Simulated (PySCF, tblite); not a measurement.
# C5H10N2: geometry, infrared bands and NMR shifts

Wanted: the infrared bands and NMR shifts of C5H10N2 (`C=N/N=C(\C)CC`), by calculation.

Programs: tblite 0.8.0 and PySCF 2.14.0, with density-fitted response routines of our own. Each step states its level of theory. These are calculated values for one molecule in the gas phase, unless marked as measured. Atoms count from 0, in the outputs and in this text.

**1. The starting structure**

17 atoms, charge 0, multiplicity 1; geometry from: force field or distance geometry start.

Bonds of the start (Å): C0–N1 1.30, N1–N2 1.38, N2–C3 1.31, C3–C4 1.51, C3–C5 1.49, C5–C6 1.52, C0–H7 1.09, C0–H8 1.07, C4–H9 1.11, C4–H10 1.12, C4–H11 1.11, C5–H12 1.11, C5–H13 1.11, C6–H14 1.10, C6–H15 1.11, C6–H16 1.10.

**2. Optimising the geometry with GFN2-xTB**

Job settings and geometry (Å):

```
{"job": {"kind": "relax", "xc": "GFN2-xTB", "basis": "xTB"}, "charge": 0, "multiplicity": 1}
C      3.126500    -0.365200    -0.213700
N      2.068000    -0.087800    -0.911200
N      1.076100     0.778600    -0.490000
C      0.036500     0.265000     0.114200
C      0.027600    -1.226300     0.341700
C     -1.097500     1.101700     0.597600
C     -2.365700     0.629000    -0.097100
H      3.854400    -1.064200    -0.629700
H      3.313800     0.063100     0.746900
H      0.235200    -1.485800     1.405000
H     -0.966300    -1.660800     0.080300
H      0.826700    -1.712200    -0.264800
H     -0.974500     2.173300     0.348400
H     -1.165500     0.975000     1.694700
H     -2.124400     0.263100    -1.101100
H     -2.874100    -0.159000     0.501800
H     -3.003600     1.524600    -0.184400
```

Launch:

```bash
OMP_NUM_THREADS=1 python probes_run.py task.json out
```

One launch serves the whole session: the jobs run in the order shown.

**Question.** This job is followed by: GFN2-xTB harmonic vibrations, gas phase; GIAO PBE0/pcSseg-1 NMR shielding, non-relativistic, gas phase. What will the session give for the following? strongest single infrared mode (GFN2-xTB); zero-point energy (GFN2-xTB); 13C shifts against TMS (PBE0/pcSseg-1); 1H shifts against TMS (PBE0/pcSseg-1, means over atoms taken as alike); 15N shifts against NH3 (PBE0/pcSseg-1).

As calculated:

```
                                                              quantity                               value
                             strongest single infrared mode (GFN2-xTB)                2949 cm⁻¹, 89 km/mol
                                          zero-point energy (GFN2-xTB)                       89.7 kcal/mol
                                13C shifts against TMS (PBE0/pcSseg-1)  136.5, 117.7, 37.6, 14.6, 12.5 ppm
1H shifts against TMS (PBE0/pcSseg-1, means over atoms taken as alike)    6.16, 6.13, 2.23, 1.67, 1.17 ppm
                                15N shifts against NH3 (PBE0/pcSseg-1)                    412.2, 384.2 ppm
```

What this shows: The optimisation took 103 steps and gained 0.604 eV; among the close pairs (by a distance rule), N1–N2 changed most, from 1.383 to 1.287 Å. The lowest mode is imaginary (30i cm⁻¹), so the xTB geometry is not a minimum. The strongest single mode, at 2949 cm⁻¹, moves mainly H8. GFN2-xTB is a fitted tight-binding method: band positions and strengths are rough. Its intensities can rank the bands wrongly. At PBE0/pcSseg-1: The largest span, 578 ppm, is at N1, where the paramagnetic term is -472 ppm.
